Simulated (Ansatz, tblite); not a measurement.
# The cluster In2PF3: charged states by level of theory

Aim: the energy of removing and adding an electron for the cluster In2PF3, by energy differences, and how well orbital energies stand in for it.

The runs use Ansatz 0.2.0, Gaussian basis; as each input shows.

The runs, in order: charge +1 doublet, at the geometry of the singlet (PBE0-D4/def2-TZVP, PBE-D4/def2-TZVP, ωB97X-V/def2-TZVP, CCSD(T)/def2-SVP); charge -1 doublet, at the geometry of the singlet (PBE0-D4/def2-TZVPD, PBE-D4/def2-TZVPD, ωB97X-V/def2-TZVPD); the starting singlet's energies come from earlier runs.

4 further runs of the same task are left out: 4 set aside as unsound or not needed. Runs told in other sessions of the task aren't counted.

## 1. The structure

The geometry is that of the singlet, from an earlier relaxation (r2SCAN-D4/def2-SVP). At that level it is the lowest of the isomers that a small search found.

6 atoms, charge 0, spin multiplicity 1.

Atoms are counted from 1 here; the program's logs count them from 0.

Bond lengths: In1–P3 2.412 Å, In1–F4 2.161 Å, In1–F6 1.939 Å, In2–P3 2.412 Å, In2–F4 2.161 Å, In2–F5 1.939 Å. Angles: P3–In1–F4 94.6°, P3–In1–F6 161.3°, F4–In1–F6 104.1°, P3–In2–F4 94.6°, P3–In2–F5 161.4°, F4–In2–F5 104.1°, In1–P3–In2 79.6°, In1–F4–In2 91.3°.

In takes a core potential in the def2 sets. No spin-orbit coupling is included.

## 2. Charge +1 doublet at the fixed geometry, PBE0-D4/def2-TZVP

File in.yaml:

```yaml
crystal:
  periodic: [false, false, false]
  atoms:
    - {symbol: In, position_ang: [-0.100034, -0.109840, -1.562765]}
    - {symbol: In, position_ang: [0.145935, 0.651786, 1.420654]}
    - {symbol: P, position_ang: [0.180680, 2.056862, -0.539981]}
    - {symbol: F, position_ang: [-0.110096, -1.184584, 0.311523]}
    - {symbol: F, position_ang: [0.196236, 0.081068, 3.272987]}
    - {symbol: F, position_ang: [-0.312721, -1.495280, -2.902418]}
basis:
  gaussian: {orbitals: def2-TZVP}
total_charge: 1
magnetization: {spin_polarized: true, initial_magnetization: 1}
hamiltonian: {xc: pbe0, dispersion: d4}
scf: {omitted_lower_state_checks: [starts]}
output: {orbitals: {seedname: orbitals}}
```

Launch:

```
> ansatz run in.yaml --threads 4 --pin off --events-out ev --progress --plain --max-ram 4787MiB
```

Log:

```text
Functional definition: PBE0
  name "PBE0"
  cite "Adamo & Barone, J. Chem. Phys. 110, 6158 (1999) doi:10.1063/1.478522"
  cite "Perdew, Burke & Ernzerhof, Phys. Rev. Lett. 77, 3865 (1996) doi:10.1103/PhysRevLett.77.3865"
  parent pbe
  parameter a = 0.25
  parameter kappa = 0.804
  parameter beta = 0.06672455060314922
  exchange = (1 - a)*pbe_x(kappa = kappa, mu = beta*pi^2/3) + a*exact_x
  correlation = pbe_c(beta = beta)
these checks for a lower state are left out or cut short: starts
1712 factors; their error is unknown
mean field evaluation 1: about -27755.0147 eV, gradient 8.0e1 eV
mean field evaluation 2: about -27381.8873 eV, gradient 2.9e2 eV
mean field evaluation 4: about -27771.5175 eV, gradient 3.0e1 eV
mean field evaluation 8: about -27774.8812 eV, gradient 1.6e-1 eV
mean field evaluation 16: about -27775.0098 eV, gradient 2.1e-3 eV
mean field -27775.00976903 eV, -1020.7127824340 hartree, gradient 3.3e-6 eV, S^2 0.756461; 0 other end points of the search recorded, 0 dependent functions left out
reference -27775.00981328 eV, -1020.7127840602 hartree; 42, 41 occupied and 188, 189 virtual orbitals, 1712 factors
Total energy: -27775.16229743 eV, -1020.7183877494 hartree
Checks for a lower state left out: starts
```

Run time: 11 s. Hardware: 4 threads of Arm Neoverse V2, shared host; peak memory 1.1 GiB.

From the report: HOMO -14.04 eV, LUMO -10.32 eV (over both spins); ⟨S²⟩ 0.756 (pure: 0.75).

## 3. Charge +1 doublet at the fixed geometry, PBE-D4/def2-TZVP

start.molden holds the orbitals of an earlier run on this state, given as this run's starting guess.

in.yaml: that of step 2 with these lines changed.

```diff
@@ -10,6 +10,6 @@
 basis:
-  gaussian: {orbitals: def2-TZVP}
+  gaussian: {orbitals: def2-TZVP, initial_orbitals: start.molden}
 total_charge: 1
 magnetization: {spin_polarized: true, initial_magnetization: 1}
-hamiltonian: {xc: pbe0, dispersion: d4}
+hamiltonian: {xc: pbe, dispersion: d4}
 scf: {omitted_lower_state_checks: [starts]}
```

The command is unchanged.

Log:

```text
Functional definition: PBE
  name "PBE"
  cite "Perdew, Burke & Ernzerhof, Phys. Rev. Lett. 77, 3865 (1996) doi:10.1103/PhysRevLett.77.3865"
  parent pbe
  parameter kappa = 0.804
  parameter beta = 0.06672455060314922
  exchange = pbe_x(kappa = kappa, mu = beta*pi^2/3)
  correlation = pbe_c(beta = beta)
these checks for a lower state are left out or cut short: starts
1514 factors; their error is unknown
mean field evaluation 1: about -27774.5747 eV, gradient 9.1e0 eV
mean field evaluation 2: about -27774.8260 eV, gradient 3.1e-1 eV
mean field evaluation 4: about -27774.8154 eV, gradient 1.7e-1 eV
mean field evaluation 8: about -27774.8154 eV, gradient 1.9e-5 eV
mean field -27774.81543802 eV, -1020.7056409012 hartree, gradient 1.9e-5 eV, S^2 0.755152; 0 other end points of the search recorded, 0 dependent functions left out
reference -27774.81550347 eV, -1020.7056433064 hartree; 42, 41 occupied and 188, 189 virtual orbitals, 1514 factors
Total energy: -27774.99301542 eV, -1020.7121667503 hartree
Checks for a lower state left out: starts
```

Wall time 4.6 s (4 threads of Arm Neoverse V2, shared host).

From the report: HOMO -12.74 eV, LUMO -11.24 eV (over both spins); ⟨S²⟩ 0.755 (pure: 0.75).

## 4. Charge +1 doublet at the fixed geometry, ωB97X-V/def2-TZVP

in.yaml: that of step 3 with these lines changed.

```diff
@@ -13,3 +13,3 @@
 magnetization: {spin_polarized: true, initial_magnetization: 1}
-hamiltonian: {xc: pbe, dispersion: d4}
+hamiltonian: {xc: {name: wB97X-V}}
 scf: {omitted_lower_state_checks: [starts]}
```

The command is unchanged.

Log, cut to the lines that bear on the results:

```text
Functional definition: wB97X-V
  name "wB97X-V"
  cite "Mardirossian & Head-Gordon, Phys. Chem. Chem. Phys. 16, 9904 (2014) doi:10.1039/C3CP54374A"
  cite "Becke, J. Chem. Phys. 107, 8554 (1997) doi:10.1063/1.475007"
  cite "Vydrov & Van Voorhis, J. Chem. Phys. 133, 244103 (2010) doi:10.1063/1.3521275"
[...]
      + integral(e_c_pw_opposite_spin*poly(b97_u_opposite, cos0, cos1)) + vv10(b, c)
[...]
1642 factors; their error is unknown
300 factors; integrals over basis functions are off by at most 6.9e-5 eV
[...]
mean field -27780.72756868 eV, -1020.9229076955 hartree, gradient 1.9e-5 eV, S^2 0.754341; 0 other end points of the search recorded, 0 dependent functions left out
reference -27780.72756591 eV, -1020.9229075936 hartree; 42, 41 occupied and 188, 189 virtual orbitals, 1642 factors
Total energy: -27780.72756591 eV, -1020.9229075936 hartree
Checks for a lower state left out: starts
```

Run time: 20 s. Hardware: 4 threads of Arm Neoverse V2, shared host; peak memory 1.2 GiB.

From the report: HOMO -16.12 eV, LUMO -8.32 eV (over both spins); ⟨S²⟩ 0.754 (pure: 0.75).

## 5. Charge +1 doublet at the fixed geometry, CCSD(T)/def2-SVP

in.yaml: that of step 4 with these lines changed.

```diff
@@ -10,7 +10,7 @@
 basis:
-  gaussian: {orbitals: def2-TZVP, initial_orbitals: start.molden}
+  gaussian: {orbitals: def2-SVP, initial_orbitals: start.molden}
 total_charge: 1
 magnetization: {spin_polarized: true, initial_magnetization: 1}
-hamiltonian: {xc: {name: wB97X-V}}
-scf: {omitted_lower_state_checks: [starts]}
+correlation: {method: ccsd_t}
+scf: {omitted_lower_state_checks: [starts, cluster_reference]}
 output: {orbitals: {seedname: orbitals}}
```

Same command.

Log, cut to the lines that bear on the results:

```text
Functional definition: HF
  name "HF"
  cite "Fock, Z. Phys. 61, 126 (1930) doi:10.1007/BF01340294"
  parent pbe
[...]
1216 factors; integrals over basis functions are off by at most 3.5e-4 eV
[...]
mean field -27672.75404638 eV, -1016.9549539379 hartree, gradient 3.8e-6 eV, S^2 0.762100; 0 other end points of the search recorded, 0 dependent functions left out
16 core orbitals not correlated: weight in the atoms' cores, before any rotation towards them, 1.000 or more for the frozen orbitals, at most 0.000 for the correlated occupied ones
reference -27672.75404638 eV, -1016.9549539379 hartree; 26, 25 occupied and 70, 71 virtual orbitals, 1216 factors
second order -21.97552015 eV of doubles, -0.00000000 eV of singles
cycle   1  -21.69112725 eV  change    2.8e-1 eV  update   1.6e-1
[...]
cycle  11  -22.52151951 eV  change    4.2e-5 eV  update   3.1e-5
perturbative correction -0.59207761 eV, -0.0217584509 hartree
Total energy: -27695.86764349 eV, -1017.8043629651 hartree
Checks for a lower state left out: starts, cluster_reference
```

It took 54 s on 4 threads of Arm Neoverse V2, shared host; peak memory 1.5 GiB.

Hartree-Fock HOMO -16.62 eV, LUMO -6.73 eV (over both spins); ⟨S²⟩ 0.762 (pure: 0.75); T1 0.017.

## 6. Vertical ionisation energy

Charged state less starting state, singlet to doublet; the starting state's energies are those of its earlier runs.

Differences are taken before rounding.

```tsv
method	vertical ionisation energy (eV)	from CCSD(T)/def2-SVP (eV)	time
HF/def2-SVP	7.57	-0.76	
PBE-D4/def2-TZVP	8.64	+0.31	7.2 s
PBE0-D4/def2-TZVP	8.65	+0.33	16 s
ωB97X-V/def2-TZVP	8.60	+0.27	29 s
MP2/def2-SVP	8.37	+0.04	
CCSD/def2-SVP	8.27	-0.06	
CCSD(T)/def2-SVP	8.33	0	68 s
```

Times add the two runs; a level without a time comes out of a correlated run.

Beside −ε(HOMO) of the starting state:

```tsv
level	−ε(HOMO) (eV)	by difference (eV)	mismatch (eV)
PBE-D4/def2-TZVP	5.97	8.64	-2.67
PBE0-D4/def2-TZVP	6.94	8.65	-1.71
ωB97X-V/def2-TZVP	8.99	8.60	+0.39
```

## 7. Charge -1 doublet at the fixed geometry, PBE0-D4/def2-TZVPD

in.yaml: that of step 5 with these lines changed.

```diff
@@ -10,7 +10,7 @@
 basis:
-  gaussian: {orbitals: def2-SVP, initial_orbitals: start.molden}
-total_charge: 1
+  gaussian: {orbitals: def2-TZVPD}
+total_charge: -1
 magnetization: {spin_polarized: true, initial_magnetization: 1}
-correlation: {method: ccsd_t}
-scf: {omitted_lower_state_checks: [starts, cluster_reference]}
+hamiltonian: {xc: pbe0, dispersion: d4}
+scf: {omitted_lower_state_checks: [starts]}
 output: {orbitals: {seedname: orbitals}}
```

Same command.

Log, cut to the lines that bear on the results:

```text
Functional definition: PBE0
  name "PBE0"
  cite "Adamo & Barone, J. Chem. Phys. 110, 6158 (1999) doi:10.1063/1.478522"
  cite "Perdew, Burke & Ernzerhof, Phys. Rev. Lett. 77, 3865 (1996) doi:10.1103/PhysRevLett.77.3865"
  parent pbe
[...]
1909 factors; their error is unknown
[...]
mean field -27785.17801226 eV, -1021.0864584806 hartree, gradient 4.4e-5 eV, S^2 0.755505; 0 other end points of the search recorded, 0 dependent functions left out
reference -27785.17806440 eV, -1021.0864603964 hartree; 43, 42 occupied and 232, 233 virtual orbitals, 1909 factors
Total energy: -27785.35016044 eV, -1021.0927848093 hartree
Checks for a lower state left out: starts
```

It took 22 s on 4 threads of Arm Neoverse V2, shared host; peak memory 1.2 GiB.

Report: HOMO 0.00 eV, LUMO 1.63 eV (over both spins); ⟨S²⟩ 0.756 (pure: 0.75).

## 8. Charge -1 doublet at the fixed geometry, PBE-D4/def2-TZVPD

in.yaml: that of step 7 with these lines changed.

```diff
@@ -10,6 +10,6 @@
 basis:
-  gaussian: {orbitals: def2-TZVPD}
+  gaussian: {orbitals: def2-TZVPD, initial_orbitals: start.molden}
 total_charge: -1
 magnetization: {spin_polarized: true, initial_magnetization: 1}
-hamiltonian: {xc: pbe0, dispersion: d4}
+hamiltonian: {xc: pbe, dispersion: d4}
 scf: {omitted_lower_state_checks: [starts]}
```

Launched as before.

Log:

```text
Functional definition: PBE
  name "PBE"
  cite "Perdew, Burke & Ernzerhof, Phys. Rev. Lett. 77, 3865 (1996) doi:10.1103/PhysRevLett.77.3865"
  parent pbe
  parameter kappa = 0.804
  parameter beta = 0.06672455060314922
  exchange = pbe_x(kappa = kappa, mu = beta*pi^2/3)
  correlation = pbe_c(beta = beta)
these checks for a lower state are left out or cut short: starts
1728 factors; their error is unknown
mean field evaluation 1: about -27784.8628 eV, gradient 9.0e0 eV
mean field evaluation 2: about -27785.0907 eV, gradient 2.8e-1 eV
mean field evaluation 4: about -27785.0779 eV, gradient 1.6e-1 eV
mean field evaluation 8: about -27785.0779 eV, gradient 2.1e-5 eV
mean field -27785.07788518 eV, -1021.0827788780 hartree, gradient 2.1e-5 eV, S^2 0.751640; 0 other end points of the search recorded, 0 dependent functions left out
reference -27785.07795203 eV, -1021.0827813349 hartree; 43, 42 occupied and 232, 233 virtual orbitals, 1728 factors
Total energy: -27785.27803607 eV, -1021.0901342876 hartree
Checks for a lower state left out: starts
```

Run time: 7.5 s. Hardware: 4 threads of Arm Neoverse V2, shared host; peak memory 0.56 GiB.

Report: HOMO 0.53 eV, LUMO 0.91 eV (over both spins); ⟨S²⟩ 0.752 (pure: 0.75). Doubts: highest occupied level lies above zero.

## 9. Charge -1 doublet at the fixed geometry, ωB97X-V/def2-TZVPD

in.yaml: that of step 8 with these lines changed.

```diff
@@ -13,3 +13,3 @@
 magnetization: {spin_polarized: true, initial_magnetization: 1}
-hamiltonian: {xc: pbe, dispersion: d4}
+hamiltonian: {xc: {name: wB97X-V}}
 scf: {omitted_lower_state_checks: [starts]}
```

Launched as before.

Log, cut to the lines that bear on the results:

```text
Functional definition: wB97X-V
  name "wB97X-V"
  cite "Mardirossian & Head-Gordon, Phys. Chem. Chem. Phys. 16, 9904 (2014) doi:10.1039/C3CP54374A"
  cite "Becke, J. Chem. Phys. 107, 8554 (1997) doi:10.1063/1.475007"
  cite "Vydrov & Van Voorhis, J. Chem. Phys. 133, 244103 (2010) doi:10.1063/1.3521275"
[...]
      + integral(e_c_pw_opposite_spin*poly(b97_u_opposite, cos0, cos1)) + vv10(b, c)
[...]
1855 factors; their error is unknown
486 factors; integrals over basis functions are off by at most 2.6e-5 eV
the host lacks memory for fits, so the integrals are decomposed
2056 factors; integrals over basis functions are off by at most 8.3e-4 eV
486 factors; integrals over basis functions are off by at most 2.6e-5 eV
[...]
mean field -27790.61597188 eV, -1021.2862998104 hartree, gradient 2.3e-5 eV, S^2 0.762133; 0 other end points of the search recorded, 0 dependent functions left out
reference -27790.61597566 eV, -1021.2862999495 hartree; 43, 42 occupied and 232, 233 virtual orbitals, 2056 factors
Total energy: -27790.61597566 eV, -1021.2862999495 hartree
Checks for a lower state left out: starts
```

Wall time 36 s (4 threads of Arm Neoverse V2, shared host); peak memory 1.8 GiB.

HOMO -1.37 eV, LUMO 3.14 eV (over both spins); ⟨S²⟩ 0.762 (pure: 0.75).

## 10. Vertical electron affinity

Starting state less charged state (positive: the electron is bound), singlet to doublet; the starting state's energies are those of its earlier runs.

```tsv
level	vertical electron affinity (eV)	time
PBE-D4/def2-TZVPD	+1.54	12 s
PBE0-D4/def2-TZVPD	+1.44	28 s
ωB97X-V/def2-TZVPD	+1.18	50 s
```

Times add the two runs; a level without a time comes out of a correlated run.

Beside −ε(LUMO) of the starting state:

```tsv
level	−ε(LUMO) (eV)	by difference (eV)	mismatch (eV)
PBE-D4/def2-TZVPD	3.70	1.54	+2.16
PBE0-D4/def2-TZVPD	2.91	1.44	+1.47
ωB97X-V/def2-TZVPD	1.02	1.18	-0.16
```

## 11. What came out

| quantity | value |
| --- | --- |
| vertical ionisation energy, functionals in def2-TZVP | 8.60 (ωB97X-V) to 8.65 eV (PBE0-D4) |
| vertical ionisation energy, CCSD(T)/def2-SVP | 8.33 eV |
| vertical electron affinity, functionals in def2-TZVPD | 1.18 (ωB97X-V) to 1.54 eV (PBE-D4) |

**Reading.** The vertical ionisation energy spans 8.60 to 8.65 eV over the functionals, beside 8.33 eV from CCSD(T)/def2-SVP. −ε(HOMO) misses the level's own difference by +0.39 eV at best (ωB97X-V) and -2.67 eV at worst (PBE-D4). The yardstick is in a double-zeta basis, so levels in larger sets aren't compared like for like. CCSD(T)/def2-SVP isn't at the basis-set limit; small misses against it rank nothing. The vertical electron affinity spans 1.18 to 1.54 eV over the functionals. The anion's highest level lies above zero where self-interaction lifts it, so diffuse functions weigh on these values. −ε(LUMO) misses the level's own difference by -0.16 eV at best (ωB97X-V) and +2.16 eV at worst (PBE-D4).

The anion's highest level is positive in at least one run, so there the basis alone may hold the extra electron.
